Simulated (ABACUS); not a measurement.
HPbNO4 in ABACUS: the effect of functional

Crystal: HPbNO4.

```xyz
14
Lattice="4.8240 0.0000 0.0000 0.0000 5.4829 0.0000 0.0000 0.0000 7.0956" Properties=species:S:1:pos:R:3 pbc="T T T"
H     0.0000    2.7415    1.3707
H     2.4120    0.0000    5.7249
Pb    2.4120    2.7415    6.7591
Pb    0.0000    0.0000    0.3365
N     0.0000    0.0000    4.5166
N     2.4120    2.7415    2.5790
O     0.0000    2.7415    0.4158
O     2.4120    0.0000    6.6798
O     0.0000    1.0730    5.1794
O     0.0000    4.4100    5.1794
O     0.0000    0.0000    3.3172
O     2.4120    3.8144    1.9162
O     2.4120    1.6685    1.9162
O     2.4120    2.7415    3.7784
```

The cell was built by a generator and needn't be a form met in nature.

The cell isn't the ideal one: volume scaled by 0.94.

Alike in all runs:

| Item | Value |
| --- | --- |
| Program | ABACUS 3.10.1 |
| Task | equation of state |
| Potentials or basis | SG15 ONCV 1.2 PBE |
| Cutoff | 1361 eV |
| Density cutoff | 5442 eV |
| Basis | DZP LCAO (the cutoffs set its grid) |
| k mesh | 4 × 4 × 3 |
| Occupations | fermi-dirac, width 0.05 eV |
| Spin | no spin polarisation |

| functional | gap on the mesh (eV) | pressure (GPa) | largest force (eV/Å) |
| --- | --- | --- | --- |
| LDA | 2.65 | 6.5 | 4.01 |
| PBE | 2.81 | 10.9 | 3.98 |
| PBEsol | 2.72 | 8.5 | 3.86 |
| SOGGA | ? | ? | ? |
| WC | 2.74 | 8.6 | 3.84 |
| r2SCAN | 3.23 | 7.0 | 3.60 |

Task: What does the run with functional SOGGA give?

Result: gap on the mesh 2.71 eV; pressure 8.0 GPa; largest force 3.75 eV/Å.

Caveats: the atomic orbitals were generated for these runs and aren't a published set; spin-orbit coupling is left out, which as a rule narrows the gap of such compounds by several tenths of an eV; an odd mesh through Γ misses points on the zone boundary, where band edges often lie; the basis of atomic orbitals isn't converged, which shifts pressures, moduli and gaps; the potentials were made for another functional, which shifts forces and pressure (some runs); forces of over 1 eV/Å show positions far from the minimum, so gaps and moduli don't describe the material at rest (some runs).
